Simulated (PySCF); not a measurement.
# C5H5F3: magnetic properties

Wanted: magnetic properties for C5H5F3 (`C=C(F)/C=C\C(F)F`).

Computed with PySCF 2.14.0 and routines of our own; the level stands in each step. Atoms count from 0.

### 1 The starting structure

13 atoms, charge 0, multiplicity 1; geometry from: GFN2-xTB.

### 2 Magnetic properties: GIAO B97-2/pcSseg-1

Job settings and geometry (Å):

```
{"job": {"kind": "mag", "xc": "B97-2", "basis": "pcSseg-1", "isotopologues": 2}, "charge": 0, "multiplicity": 1}
C     -2.486459    -0.264613    -0.221140
C     -1.189387    -0.356586     0.055470
F     -0.678489    -1.582746     0.310701
C     -0.273166     0.765572     0.105389
C      1.032241     0.784766     0.373574
C      1.925977    -0.372362     0.700564
F      2.515247    -0.163620     1.910279
F      2.947027    -0.425601    -0.198898
H     -2.943636     0.683090    -0.430803
H     -3.108406    -1.141235    -0.240379
H     -0.759904     1.706465    -0.111469
H      1.563112     1.727020     0.366924
H      1.451456    -1.359665     0.726284
```

With the program's defaults for keys left out, this is: GIAO B97-2/pcSseg-1 magnetisability, rotational g tensor and spin-rotation constants, non-relativistic, gas phase.

On the command line:

```sh
> OMP_NUM_THREADS=1 python excited_run.py task.json out
```

The driver reads the jobs from task.json and runs them one after another.

Standard output:

```text
coarse grid: 11792 points
cycle   1  E = -492.6474439819  dE =  1.111e+00  |g| = 8.457e-01  |ddm| = 3.256e+00
cycle   2  E = -492.5211209239  dE =  1.263e-01  |g| = 1.247e+00  |ddm| = 1.216e+00
cycle   3  E = -492.7638840454  dE = -2.428e-01  |g| = 9.285e-02  |ddm| = 7.740e-01
cycle   4  E = -492.7655564709  dE = -1.672e-03  |g| = 4.730e-02  |ddm| = 1.211e-01
cycle   5  E = -492.7660832621  dE = -5.268e-04  |g| = 1.777e-02  |ddm| = 4.953e-02
cycle   6  E = -492.7661585217  dE = -7.526e-05  |g| = 3.839e-03  |ddm| = 1.625e-02
cycle   7  E = -492.7661617129  dE = -3.191e-06  |g| = 1.425e-03  |ddm| = 3.928e-03
final grid: 117712 points
cycle   8  E = -492.8190686618  dE = -6.073e-05  |g| = 1.178e-02  |ddm| = 3.226e-02
cycle   9  E = -492.8190480264  dE =  2.064e-05  |g| = 1.649e-02  |ddm| = 1.595e-02
cycle  10  E = -492.8190870189  dE = -3.899e-05  |g| = 8.701e-04  |ddm| = 1.019e-02
cycle  11  E = -492.8190871716  dE = -1.526e-07  |g| = 2.746e-04  |ddm| = 7.730e-04
cycle  12  E = -492.8190871825  dE = -1.098e-08  |g| = 1.433e-04  |ddm| = 3.044e-04
cycle  13  E = -492.8190871877  dE = -5.198e-09  |g| = 1.549e-05  |ddm| = 1.216e-04
cycle  14  E = -492.8190871878  dE = -3.706e-11  |g| = 7.941e-06  |ddm| = 1.601e-05
converged SCF energy = -492.8190871878

Magnetisability tensor (1e-30 J/T^2)
     -942.77        9.05       34.79
        9.05     -831.25      -33.40
       34.79      -33.40    -1105.77
isotropic -959.93   principal values   -1117.06   -935.70   -827.04
isotropic susceptibility -57.808 1e-6 cm^3/mol

Inertial axes            a          b          c
rot. const./GHz      4.4156     1.0496     0.9976
chi total           -56.309    -49.846    -67.271
chi diamagnetic    -337.665  -1140.633  -1211.979
chi paramagnetic    281.356   1090.787   1144.708
quadrupole/D A        0.753      5.681     -6.433
g nuclear            0.5354     0.5218     0.5327
g electronic        -0.5837    -0.5379    -0.5365
g total             -0.0483    -0.0161    -0.0038

Spin-rotation constants (kHz, H = +C I.J)
atom  isotope        aa         bb         cc
  2    19F        6.766      1.209      0.531
  6    19F        2.845      1.612      0.750
  7    19F        2.843      1.614      0.751
  8     1H       -0.314      0.054     -0.126
  9     1H       -0.133      0.013     -0.120
 10     1H       -0.330      0.075     -0.121
 11     1H       -0.236      0.054     -0.123
 12     1H       -0.233      0.059     -0.099
  0    13C*       1.208      0.427      0.141
  1    13C*       1.435      0.555      0.261
  3    13C*       1.387      0.489      0.152
  4    13C*       1.480      0.480      0.155
  5    13C*       1.310      0.320      0.262
* in the singly substituted isotopologue

Isotopologues: g along a, b, c
2H    at 8,9,10,11,12      -0.0442    -0.0152    -0.0037
13C   at 0                 -0.0483    -0.0158    -0.0038
```

Wall time 44 s (1 thread of Arm Neoverse N1, shared host); peak memory 0.77 GiB.

Key values:

```csv
quantity,value
magnetisability,-960·10⁻³⁰ J/T²
molar susceptibility,-57.8·10⁻⁶ cm³/mol
"rotational g (a, b, c)","-0.0483, -0.0161, -0.0038"
```

The fields below are evaluated on a grid from the run's orbitals.

Frontier orbitals at B97-2/pcSseg-1, with the share of their density that lies nearest to each atom:

```csv
orbital,energy (eV),lies on
HOMO,-7.29,C0 30 %; C4 22 %; C1 17 %
LUMO,-1.76,"C4 25 %; C0, C3 about 18 % each; C1 12 %"
```

ELF in a plane through or near 11 of the atoms.

Values, 10 rows by 14 columns:
```
0.00 0.00 0.00 0.00 0.00 0.00 0.00 0.00 0.00 0.00 0.00 0.00 0.00 0.00
0.00 0.00 0.00 0.00 0.00 0.00 0.00 0.00 0.00 0.00 0.00 0.00 0.00 0.00
0.00 0.00 0.00 0.00 0.07 0.66 0.01 0.28 0.48 0.04 0.02 0.02 0.00 0.00
0.00 0.00 0.00 0.01 0.36 1.00 0.08 0.87 0.76 0.03 0.98 0.99 0.23 0.00
0.00 0.00 0.01 0.07 0.27 0.65 0.05 0.19 0.24 0.77 0.85 0.95 0.15 0.00
0.00 0.00 0.00 0.05 0.30 0.96 0.58 0.62 0.70 0.67 0.76 0.69 0.02 0.00
0.00 0.00 0.00 0.00 0.20 0.85 0.54 0.24 0.72 0.07 1.00 0.99 0.06 0.00
0.00 0.00 0.00 0.02 0.96 1.00 0.20 0.90 1.00 0.03 0.35 0.29 0.00 0.00
0.00 0.00 0.00 0.00 0.03 0.24 0.00 0.07 0.35 0.00 0.00 0.00 0.00 0.00
0.00 0.00 0.00 0.00 0.00 0.00 0.00 0.00 0.00 0.00 0.00 0.00 0.00 0.00
```
The map spans 11.6 Å across and 8.7 Å up, centred on the molecule. Atoms in the plane (x, y in Å): C0 (2.5, 0.2), C1 (1.2, 0.3), F2 (0.7, 1.6), C3 (0.3, -0.8), C4 (-1.1, -0.8), C5 (-2.0, 0.4), H8 (3.0, -0.8), H9 (3.2, 1.1), H10 (0.8, -1.7), H11 (-1.6, -1.7), H12 (-1.5, 1.4).

On the surface of density 0.002 e/bohr³ the electrostatic potential runs, from the 1st to the 99th percentile, from -0.97 V near F7 to 1.41 V near H10.

### 3 Magnetic properties: GIAO KT3/pcseg-1

Settings changed since step 2:

```diff
@@ -1,2 +1,2 @@
-{"job": {"kind": "mag", "xc": "B97-2", "basis": "pcSseg-1", "isotopologues": 2}, "charge": 0, "multiplicity": 1}
+{"job": {"kind": "mag", "xc": "KT3", "basis": "pcseg-1", "scf": {"guess": "sap", "aux": "def2-qzvpp-jkfit"}}, "charge": 0, "multiplicity": 1}
 C     -2.486459    -0.264613    -0.221140
```

With the program's defaults for keys left out, this is: GIAO KT3/pcseg-1 magnetisability, rotational g tensor and spin-rotation constants, non-relativistic, gas phase.

Standard output:

```text
final grid: 117712 points
cycle   1  E = -475.2890782373  dE =  1.988e+01  |g| = 7.180e+00  |ddm| = 4.603e+01
cycle   2  E = -335.8238302696  dE =  1.395e+02  |g| = 1.635e+01  |ddm| = 5.194e+01
cycle   3  E = -464.3068114409  dE = -1.285e+02  |g| = 9.283e+00  |ddm| = 3.174e+01
cycle   4  E = -488.8968435160  dE = -2.459e+01  |g| = 5.033e+00  |ddm| = 1.428e+01
cycle   5  E = -490.3665786624  dE = -1.470e+00  |g| = 5.339e+00  |ddm| = 1.003e+01
cycle   6  E = -498.3896630049  dE = -8.023e+00  |g| = 2.073e+00  |ddm| = 7.839e+00
cycle   7  E = -498.2602232627  dE =  1.294e-01  |g| = 1.935e+00  |ddm| = 3.685e+00
cycle   8  E = -499.5153551460  dE = -1.255e+00  |g| = 4.590e-01  |ddm| = 2.706e+00
cycle   9  E = -499.5133148583  dE =  2.040e-03  |g| = 5.007e-01  |ddm| = 9.127e-01
cycle  10  E = -499.5777660101  dE = -6.445e-02  |g| = 1.030e-01  |ddm| = 5.108e-01
cycle  11  E = -499.5801449575  dE = -2.379e-03  |g| = 3.738e-02  |ddm| = 1.584e-01
cycle  12  E = -499.5804186473  dE = -2.737e-04  |g| = 1.336e-02  |ddm| = 5.250e-02
cycle  13  E = -499.5804649598  dE = -4.631e-05  |g| = 5.005e-03  |ddm| = 1.654e-02
cycle  14  E = -499.5804703515  dE = -5.392e-06  |g| = 1.545e-03  |ddm| = 5.148e-03
cycle  15  E = -499.5804707761  dE = -4.246e-07  |g| = 3.606e-04  |ddm| = 1.645e-03
cycle  16  E = -499.5804708002  dE = -2.412e-08  |g| = 1.055e-04  |ddm| = 3.668e-04
cycle  17  E = -499.5804708017  dE = -1.501e-09  |g| = 6.482e-05  |ddm| = 1.664e-04
cycle  18  E = -499.5804708027  dE = -1.074e-09  |g| = 1.207e-05  |ddm| = 7.858e-05
cycle  19  E = -499.5804708028  dE = -3.558e-11  |g| = 4.603e-06  |ddm| = 1.314e-05
converged SCF energy = -499.5804708028

Magnetisability tensor (1e-30 J/T^2)
     -932.64        8.03       31.42
        8.03     -831.52      -30.23
       31.42      -30.23    -1079.75
isotropic -947.97   principal values   -1089.95   -926.24   -827.71
isotropic susceptibility -57.088 1e-6 cm^3/mol

Inertial axes            a          b          c
rot. const./GHz      4.4156     1.0496     0.9976
chi total           -55.744    -49.881    -65.638
chi diamagnetic    -337.550  -1140.205  -1211.784
chi paramagnetic    281.805   1090.324   1146.146
quadrupole/D A        0.975      5.372     -6.346
g nuclear            0.5354     0.5218     0.5327
g electronic        -0.5846    -0.5376    -0.5372
g total             -0.0492    -0.0159    -0.0045

Spin-rotation constants (kHz, H = +C I.J)
atom  isotope        aa         bb         cc
  2    19F        6.993      1.254      0.599
  6    19F        3.104      1.652      0.829
  7    19F        3.102      1.653      0.830
  8     1H       -0.312      0.051     -0.126
  9     1H       -0.132      0.011     -0.121
 10     1H       -0.329      0.071     -0.121
 11     1H       -0.235      0.051     -0.126
 12     1H       -0.227      0.059     -0.099
  0    13C*       1.143      0.382      0.131
  1    13C*       1.407      0.507      0.252
  3    13C*       1.317      0.444      0.145
  4    13C*       1.425      0.436      0.149
  5    13C*       1.258      0.321      0.255
* in the singly substituted isotopologue
```

Run time: 46 s. Hardware: 1 thread of Arm Neoverse N1, shared host; peak memory 0.47 GiB.

In short:

```csv
quantity,value
magnetisability,-948·10⁻³⁰ J/T²
molar susceptibility,-57.1·10⁻⁶ cm³/mol
"rotational g (a, b, c)","-0.0492, -0.0159, -0.0045"
```

### 4 Magnetic properties: r2SCAN/3-21G

Settings changed since step 3:

```diff
@@ -1,2 +1,2 @@
-{"job": {"kind": "mag", "xc": "KT3", "basis": "pcseg-1", "scf": {"guess": "sap", "aux": "def2-qzvpp-jkfit"}}, "charge": 0, "multiplicity": 1}
+{"job": {"kind": "mag", "xc": "r2SCAN", "basis": "3-21G", "scf": {"max_cycle": 75}}, "charge": 0, "multiplicity": 1}
 C     -2.486459    -0.264613    -0.221140
```

Method: r2SCAN/3-21G.

Standard output:

```text
NotImplementedError: meta-GGA with London orbitals
```

It took 12 s on 1 thread of Arm Neoverse N1, shared host; peak memory 0.47 GiB.

**What went wrong.** This response code has no terms for the kinetic-energy density, so it refuses meta-GGA functionals here. Cure: take a GGA or a hybrid, or another code.

### 5 The levels compared

```csv
level,ξ (10⁻³⁰ J/T²),g(a),g(b),gap (eV),functions,time
GIAO B97-2/pcSseg-1,-960,-0.0483,-0.0161,5.53,161,44 s
GIAO KT3/pcseg-1,-948,-0.0492,-0.0159,3.91,137,46 s
```

### 6 Summary of results

| quantity | value |
| --- | --- |
| magnetisability (step 2, GIAO B97-2/pcSseg-1) | -960·10⁻³⁰ J/T² |
| molar susceptibility (step 2, GIAO B97-2/pcSseg-1) | -57.8·10⁻⁶ cm³/mol |
| rotational g (a, b, c) (step 2, GIAO B97-2/pcSseg-1) | -0.0483, -0.0161, -0.0038 |
| surface potential, 1st and 99th percentile | -0.97 V and 1.41 V |
| magnetisability over the levels | -960 to -948·10⁻³⁰ J/T² |
| runs | 1 failed, 0 ended on unsound input |

What this shows: At B97-2/pcSseg-1, counted by nearest atom on the grid, the HOMO lies on C0 30 %; C4 22 %, the LUMO on C4 25 %; C0, C3 about 18 % each. The magnetisability spreads by 1.3 % over 2 levels of like cost. Two levels can agree by chance, so this spread shows no convergence. Vibrational averaging and real surroundings are missing from these values.
